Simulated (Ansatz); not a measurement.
# CH₄F₂OSi: up Jacob's ladder to CCSD(T)

The task here is to estimate one member of a computed series from the others.

Method: functionals in def2-TZVPP, the program's frozen cores in correlated methods; program: Ansatz 0.2.0, Gaussian basis.

The runs, in order: LDA (SPW92), PBE-D4, revPBE-D4, BLYP-D4, r2SCAN-D4, B97M-V, PBE0-D4, B3LYP-D4, r2SCANh-D4, r2SCAN0-D4, HSE06-D4, BHLYP-D4, CAM-B3LYP-D4, LC-ωPBE, ωB97X-V, ωB97M-V, B2PLYP, PBE-QIDH; CCSD(T)/def2-SVP; CCSD(T)/def2-TZVPP; MP2/def2-QZVPP; extrapolation to the limit; RPA on PBE.

### The relaxed structure

The geometry comes from an earlier relaxation with PBE0-D4 in a triple-zeta def2 set; it is a stationary point, not always the lowest conformer.

SMILES `O[SiH](F)CF`, 9 atoms, charge 0, spin multiplicity 1.

Atoms are counted from 1 here; the program's logs count them from 0.

Bond lengths: O1–Si2 1.626 Å, O1–H6 0.960 Å, Si2–F3 1.596 Å, Si2–C4 1.885 Å, Si2–H7 1.476 Å, C4–F5 1.398 Å, C4–H8 1.095 Å, C4–H9 1.094 Å. Angles: Si2–O1–H6 117.1°, O1–Si2–F3 111.0°, O1–Si2–C4 109.3°, O1–Si2–H7 108.1°, F3–Si2–C4 107.6°, F3–Si2–H7 107.6°, C4–Si2–H7 113.2°, Si2–C4–F5 108.3°, Si2–C4–H8 111.4°, Si2–C4–H9 112.9°, F5–C4–H8 107.9°, F5–C4–H9 108.2°, H8–C4–H9 108.0°.

Set-up of the first run:

Contents of in.yaml:

```yaml
crystal:
  periodic: [false, false, false]
  atoms:
    - {symbol: O, position_ang: [-0.619092, 1.144103, 1.281076]}
    - {symbol: Si, position_ang: [0.573375, 0.323362, 0.539980]}
    - {symbol: F, position_ang: [1.564966, 1.315812, -0.219927]}
    - {symbol: C, position_ang: [-0.172550, -0.833004, -0.747933]}
    - {symbol: F, position_ang: [-1.218284, -0.160806, -1.388337]}
    - {symbol: H, position_ang: [-1.358133, 1.427341, 0.737932]}
    - {symbol: H, position_ang: [1.354973, -0.383739, 1.572979]}
    - {symbol: H, position_ang: [-0.586088, -1.734937, -0.283868]}
    - {symbol: H, position_ang: [0.549434, -1.144432, -1.509003]}
basis:
  gaussian: {orbitals: def2-TZVPP}
hamiltonian: {xc: lda}
output: {orbitals: {seedname: orbitals}}
```

Run with:

```console
$ ansatz run in.yaml --threads 4 --pin off --events-out ev --progress --plain --max-ram 10444MiB
```

Among the steps run: LDA; PBE-D4 (GGA); revPBE-D4 (GGA); BLYP-D4 (GGA); r2SCAN-D4 (meta-GGA); B97M-V (meta-GGA); B3LYP-D4 (hybrid); r2SCANh-D4 (hybrid); r2SCAN0-D4 (hybrid); HSE06-D4 (hybrid); BHLYP-D4 (hybrid); CAM-B3LYP-D4 (range-separated); LC-ωPBE (range-separated); ωB97X-V (range-separated); ωB97M-V (range-separated); B2PLYP (double hybrid); PBE-QIDH (double hybrid).

One of the session's tables, all rows but one given; the rest of the session is left out.

It belongs to the step «Orbital energies across the functionals». 

```
  functional  HOMO (eV)  gap (eV)
 LDA (SPW92)      -7.38      6.25
      PBE-D4      -7.24      6.39
   revPBE-D4      -7.18      6.46
     BLYP-D4      -7.19      6.41
   r2SCAN-D4      -7.59      7.18
      B97M-V      -7.72      7.13
     PBE0-D4      -8.81      8.93
    B3LYP-D4      -8.61      8.42
  r2SCANh-D4          ?         ?
  r2SCAN0-D4      -9.04      9.44
    HSE06-D4      -8.40      8.14
    BHLYP-D4     -10.33     11.30
CAM-B3LYP-D4     -10.29     11.35
     LC-ωPBE     -11.59     13.98
     ωB97X-V     -11.25     13.46
     ωB97M-V     -11.12     12.98
```

**Question.** Estimate the row for r2SCANh-D4.

Worked estimate for «HOMO (eV)». Against the share of exact exchange, r2SCAN-D4 (0, -7.59), r2SCAN0-D4 (0.25, -9.04) give a slope of -5.80 per unit share; at 0.1 the line stands at -8.17.

**Answer.** HOMO (eV): -8.17; gap (eV): 8.09. In «HOMO (eV)» the line misses by 0.00.
